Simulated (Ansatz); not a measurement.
**Al₂Ga (quartet): RPA-PBE over vertical spin and charge gaps, cc-pVTZ**

How well do these functionals follow the top wave-function level for Al₂Ga (quartet) over vertical spin and charge gaps?

Method: cc-pVTZ, all electrons in the functionals, frozen cores in the correlation of double hybrids and RPA; program: Ansatz 0.2.0, Gaussian basis.

Plan: RPA-PBE, at charge 0, quartet; charge 0, doublet; charge 0, sextet; charge 1, triplet; charge 1, quintet.

5 further runs of the same task are left out: 5 set aside as unsound or not needed.

**1. What is computed**

The geometry is a PBE0/def2-TZVP stationary point (not a proven minimum). No spin-orbit coupling is included. The filled d shell of Ga may be among the frozen orbitals whatever the setting's name suggests; the logs give the count.

3 atoms, charge 0, spin multiplicity 4.

Atoms are counted from 1 here; the program's logs count them from 0.

Bond lengths: Al1–Al2 2.581 Å, Al2–Ga3 2.573 Å. Angles: Al1–Al2–Ga3 70.0°.

No dispersion term is added.

The geometry shown and the zero of energy belong to the point charge 0, quartet. The yardstick, UCCSD(T), and other wave-function levels (R restricted, U unrestricted, valence and pair active spaces) come from earlier runs.

**2. RPA-PBE, charge 0, quartet**

File in.yaml:

```yaml
crystal:
  periodic: [false, false, false]
  atoms:
    - {symbol: Al, position_ang: [0.000000, -1.007251, 1.777914]}
    - {symbol: Al, position_ang: [0.000000, 1.438625, 0.953445]}
    - {symbol: Ga, position_ang: [0.000000, -0.166934, -1.056986]}
basis:
  gaussian: {orbitals: cc-pVTZ}
magnetization: {spin_polarized: true, initial_magnetization: 3}
hamiltonian: {xc: {name: PBE}}
correlation: {method: rpa, electrons: outside_noble_gas}
```

On the command line:

```bash
$ ansatz run in.yaml --threads 2 --pin off --events-out ev --progress --plain --max-ram 24576MiB --backend cuda --devices 0, --max-vram 18GiB
```

What it wrote:

```text
Functional definition: PBE
  name "PBE"
  cite "Perdew, Burke & Ernzerhof, Phys. Rev. Lett. 77, 3865 (1996) doi:10.1103/PhysRevLett.77.3865"
  parent pbe
  parameter kappa = 0.804
  parameter beta = 0.06672455060314922
  exchange = pbe_x(kappa = kappa, mu = beta*pi^2/3)
  correlation = pbe_c(beta = beta)
737 factors; integrals over basis functions are off by at most 1.1e-3 eV
mean field evaluation 1: about -65554.9236 eV, gradient 1.6e1 eV
mean field evaluation 2: about -65554.9233 eV, gradient 1.6e1 eV
mean field evaluation 4: about -65555.8347 eV, gradient 5.7e0 eV
mean field evaluation 8: about -65556.2688 eV, gradient 2.2e-1 eV
mean field evaluation 16: about -65556.2694 eV, gradient 4.9e-4 eV
mean field evaluation 32: about -65556.0054 eV, gradient 4.3e0 eV
mean field evaluation 64: about -65555.1943 eV, gradient 7.4e-1 eV
mean field evaluation 96: about -65555.8165 eV, gradient 1.7e-1 eV
mean field evaluation 128: about -65552.6941 eV, gradient 1.4e1 eV
mean field -65556.26938012 eV, -2409.1484640839 hartree, gradient 4.0e-6 eV, S^2 3.753594; 12 other end points of the search recorded, 0 dependent functions left out
24 core orbitals not correlated: weight in the atoms' cores, before any rotation towards them, 0.998 or more for the frozen orbitals, at most 0.001 for the correlated occupied ones
reference -65499.14070383 eV, -2407.0490239537 hartree; 6, 3 occupied and 81, 84 virtual orbitals, 737 factors
Total energy: -65508.51246516 eV, -2407.3934298300 hartree
```

It took 18 s on 1 × H100 (card shared with other runs) with 2 threads of AMD EPYC 7R13, shared host; peak host memory 0.85 GiB.

From the report: ⟨S²⟩ of the determinant 3.754 (pure quartet: 3.75).

**3. RPA-PBE, charge 0, doublet**

in.yaml, as its differences from that of step 2:

```diff
@@ -8,3 +8,3 @@
   gaussian: {orbitals: cc-pVTZ}
-magnetization: {spin_polarized: true, initial_magnetization: 3}
+magnetization: {spin_polarized: true, initial_magnetization: 1}
 hamiltonian: {xc: {name: PBE}}
```

Launched as before.

What it wrote (excerpt; [...] marks lines left out):

```text
Functional definition: PBE
  name "PBE"
  cite "Perdew, Burke & Ernzerhof, Phys. Rev. Lett. 77, 3865 (1996) doi:10.1103/PhysRevLett.77.3865"
  parent pbe
[...]
737 factors; integrals over basis functions are off by at most 1.1e-3 eV
[...]
mean field -65556.24212147 eV, -2409.1474623470 hartree, gradient 2.5e-6 eV, S^2 1.290734; 20 other end points of the search recorded, 0 dependent functions left out
24 core orbitals not correlated: weight in the atoms' cores, before any rotation towards them, 0.999 or more for the frozen orbitals, at most 0.001 for the correlated occupied ones
reference -65498.68067530 eV, -2407.0321182171 hartree; 5, 4 occupied and 82, 83 virtual orbitals, 737 factors
Total energy: -65508.51002364 eV, -2407.3933401060 hartree
```

Run time: 18 s. Hardware: 1 × H100 (card shared with other runs) with 2 threads of AMD EPYC 7R13, shared host; peak host memory 0.85 GiB.

From the report: ⟨S²⟩ of the determinant 1.291 (pure doublet: 0.75). The determinant is far from a pure spin state, so its energy mixes those of several spin states (harmless only where they are near-degenerate, as at dissociation).

From charge 0, quartet: +0.1 kcal/mol.

**4. RPA-PBE, charge 0, sextet**

in.yaml, as its differences from that of step 3:

```diff
@@ -8,3 +8,3 @@
   gaussian: {orbitals: cc-pVTZ}
-magnetization: {spin_polarized: true, initial_magnetization: 1}
+magnetization: {spin_polarized: true, initial_magnetization: 5}
 hamiltonian: {xc: {name: PBE}}
```

Same command.

What it wrote (excerpt; [...] marks lines left out):

```text
Functional definition: PBE
  name "PBE"
  cite "Perdew, Burke & Ernzerhof, Phys. Rev. Lett. 77, 3865 (1996) doi:10.1103/PhysRevLett.77.3865"
  parent pbe
[...]
737 factors; integrals over basis functions are off by at most 1.1e-3 eV
[...]
mean field -65553.95611714 eV, -2409.0634532375 hartree, gradient 3.3e-6 eV, S^2 8.752825; 10 other end points of the search recorded, 0 dependent functions left out
24 core orbitals not correlated: weight in the atoms' cores, before any rotation towards them, 0.998 or more for the frozen orbitals, at most 0.001 for the correlated occupied ones
reference -65497.83259116 eV, -2407.0009516996 hartree; 7, 2 occupied and 80, 85 virtual orbitals, 737 factors
Total energy: -65506.21639296 eV, -2407.3090507329 hartree
```

Wall time 14 s (1 × H100 (card shared with other runs) with 2 threads of AMD EPYC 7R13, shared host); peak host memory 0.84 GiB.

From the report: ⟨S²⟩ of the determinant 8.753 (pure sextet: 8.75).

From charge 0, quartet: +52.9 kcal/mol.

**5. RPA-PBE, charge 1, triplet**

in.yaml, as its differences from that of step 4:

```diff
@@ -8,3 +8,4 @@
   gaussian: {orbitals: cc-pVTZ}
-magnetization: {spin_polarized: true, initial_magnetization: 5}
+total_charge: 1
+magnetization: {spin_polarized: true, initial_magnetization: 2}
 hamiltonian: {xc: {name: PBE}}
```

Launched as before.

What it wrote (excerpt; [...] marks lines left out):

```text
Functional definition: PBE
  name "PBE"
  cite "Perdew, Burke & Ernzerhof, Phys. Rev. Lett. 77, 3865 (1996) doi:10.1103/PhysRevLett.77.3865"
  parent pbe
[...]
737 factors; integrals over basis functions are off by at most 1.1e-3 eV
[...]
mean field -65549.94044517 eV, -2408.9158800147 hartree, gradient 3.5e-6 eV, S^2 2.009089; 13 other end points of the search recorded, 0 dependent functions left out
24 core orbitals not correlated: weight in the atoms' cores, before any rotation towards them, 0.999 or more for the frozen orbitals, at most 0.001 for the correlated occupied ones
reference -65493.27244242 eV, -2406.8333693246 hartree; 5, 3 occupied and 82, 84 virtual orbitals, 737 factors
Total energy: -65501.98601381 eV, -2407.1535871667 hartree
```

Wall time 17 s (1 × H100 (card shared with other runs) with 2 threads of AMD EPYC 7R13, shared host); peak host memory 0.83 GiB.

From the report: ⟨S²⟩ of the determinant 2.009 (pure triplet: 2.00).

From charge 0, quartet: +150.5 kcal/mol.

**6. RPA-PBE, charge 1, quintet**

in.yaml, as its differences from that of step 5:

```diff
@@ -9,3 +9,3 @@
 total_charge: 1
-magnetization: {spin_polarized: true, initial_magnetization: 2}
+magnetization: {spin_polarized: true, initial_magnetization: 4}
 hamiltonian: {xc: {name: PBE}}
```

Same command.

What it wrote (excerpt; [...] marks lines left out):

```text
Functional definition: PBE
  name "PBE"
  cite "Perdew, Burke & Ernzerhof, Phys. Rev. Lett. 77, 3865 (1996) doi:10.1103/PhysRevLett.77.3865"
  parent pbe
[...]
737 factors; integrals over basis functions are off by at most 1.1e-3 eV
[...]
mean field -65547.73196832 eV, -2408.8347199874 hartree, gradient 3.2e-6 eV, S^2 6.004780; 10 other end points of the search recorded, 0 dependent functions left out
24 core orbitals not correlated: weight in the atoms' cores, before any rotation towards them, 0.998 or more for the frozen orbitals, at most 0.001 for the correlated occupied ones
reference -65491.96036425 eV, -2406.7851513410 hartree; 6, 2 occupied and 81, 85 virtual orbitals, 737 factors
Total energy: -65499.81491368 eV, -2407.0738007088 hartree
```

Wall time 8 s (1 × H100 (card shared with other runs) with 2 threads of AMD EPYC 7R13, shared host); peak host memory 0.84 GiB.

From the report: ⟨S²⟩ of the determinant 6.005 (pure quintet: 6.00).

From charge 0, quartet: +200.6 kcal/mol.

**7. Against the wave-function levels**

No level is safe as a reference over these points; UCCSD(T) serves as a yardstick only. It comes from earlier runs at the same points. Energies in kcal/mol, counted from charge 0, quartet; blanks weren't run or aren't comparable.

```tsv
level	quartet to doublet	quartet to sextet	ionisation to the triplet cation	ionisation to the quintet cation
UCCSD(T)	0.4	50.7	146.3	195.1
RPA-PBE	0.1	52.9	150.5	200.6
```

Largest miss and mean time a point (UCCSD(T) took 25 s a point; shared hosts):

```tsv
level	largest miss (kcal/mol)	where	time a point
RPA-PBE	+5.5	ionisation to the quintet cation	15 s
```

**8. What came out**

```
                                  quantity                                             value
              quartet to doublet, UCCSD(T)                                      0.4 kcal/mol
               quartet to sextet, UCCSD(T)                                     50.7 kcal/mol
ionisation to the triplet cation, UCCSD(T)                                    146.3 kcal/mol
ionisation to the quintet cation, UCCSD(T)                                    195.1 kcal/mol
                     largest miss, RPA-PBE  +5.5 kcal/mol (ionisation to the quintet cation)
```

In words: RPA-PBE strays by up to 5.5 kcal/mol, at ionisation to the quintet cation. RPA-PBE clearly breaks the spin symmetry at some points (⟨S²⟩ up to 0.54 above the pure value), so energy there is bought with a mixed spin. Functionals and the yardstick converge differently with the basis, so part of each miss in cc-pVTZ is the basis. The yardstick itself may be off where one determinant is a poor start.
